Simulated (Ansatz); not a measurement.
# H4O3SSi: the cost of one run

Program: Ansatz 0.2.0, Gaussian basis. Level of theory: PBE0-D4, def2-SVP first, then def2-TZVP. These are calculated values, not measurements.

114 further runs of the same task are left out: 114 set aside as unsound or not needed.

## 1. Where the work starts

The guess: 9 atoms, charge 0, spin multiplicity 1.

Atoms are counted from 1 here; the program's logs count them from 0.

Bond lengths: Si1–S2 2.432 Å, Si1–O3 1.559 Å, Si1–O5 1.613 Å, Si1–O6 1.603 Å, S2–H4 1.638 Å, S2–H7 1.325 Å, O5–H8 0.954 Å, O6–H9 0.955 Å. Angles: S2–Si1–O3 81.1°, S2–Si1–O5 109.3°, S2–Si1–O6 106.2°, O3–Si1–O5 124.7°, O3–Si1–O6 121.3°, O5–Si1–O6 107.8°, Si1–S2–H4 56.6°, Si1–S2–H7 93.5°, H4–S2–H7 91.3°, Si1–O5–H8 120.2°, Si1–O6–H9 120.0°.

As a file:

```
Si   -0.40410   -0.32540   -0.08670
S     1.45710    0.95750    0.80980
O     0.12670   -1.36220    0.94920
H     1.07430   -0.55280    1.31680
O    -1.76570    0.52370    0.07860
O    -0.11750   -0.49240   -1.65530
H     2.31940    0.47610   -0.07330
H    -2.10210    0.72790    0.94780
H    -0.58820    0.04770   -2.28700
```

Distances that are to change: S2–H4 1.64 Å, Si1–S2 2.43 Å, O3–H4 1.30 Å.

## 2. Relaxing the guess with the reacting distances held

Contents of hold/in.yaml:

```yaml
crystal:
  periodic: [false, false, false]
  atoms:
    - {symbol: Si, position_ang: [-0.404100, -0.325400, -0.086700]}
    - {symbol: S, position_ang: [1.457100, 0.957500, 0.809800]}
    - {symbol: O, position_ang: [0.126700, -1.362200, 0.949200]}
    - {symbol: H, position_ang: [1.074300, -0.552800, 1.316800]}
    - {symbol: O, position_ang: [-1.765700, 0.523700, 0.078600]}
    - {symbol: O, position_ang: [-0.117500, -0.492400, -1.655300]}
    - {symbol: H, position_ang: [2.319400, 0.476100, -0.073300]}
    - {symbol: H, position_ang: [-2.102100, 0.727900, 0.947800]}
    - {symbol: H, position_ang: [-0.588200, 0.047700, -2.287000]}
basis:
  gaussian: {orbitals: def2-SVP}
hamiltonian: {xc: pbe0, dispersion: d4}
relax: {f_tol: 0.04, max_steps: 150, escape_saddle: false, constraints: [{distance: [1, 3]}, {distance: [0, 1]}, {distance: [2, 3]}]}
```

Launch:

```console
$ ansatz run in.yaml --threads 4 --pin off --events-out ev --progress --plain --max-ram 9574MiB
```

**Question.** How long does this run take on 4 threads of Arm Neoverse V2, shared host?

About 10 s.
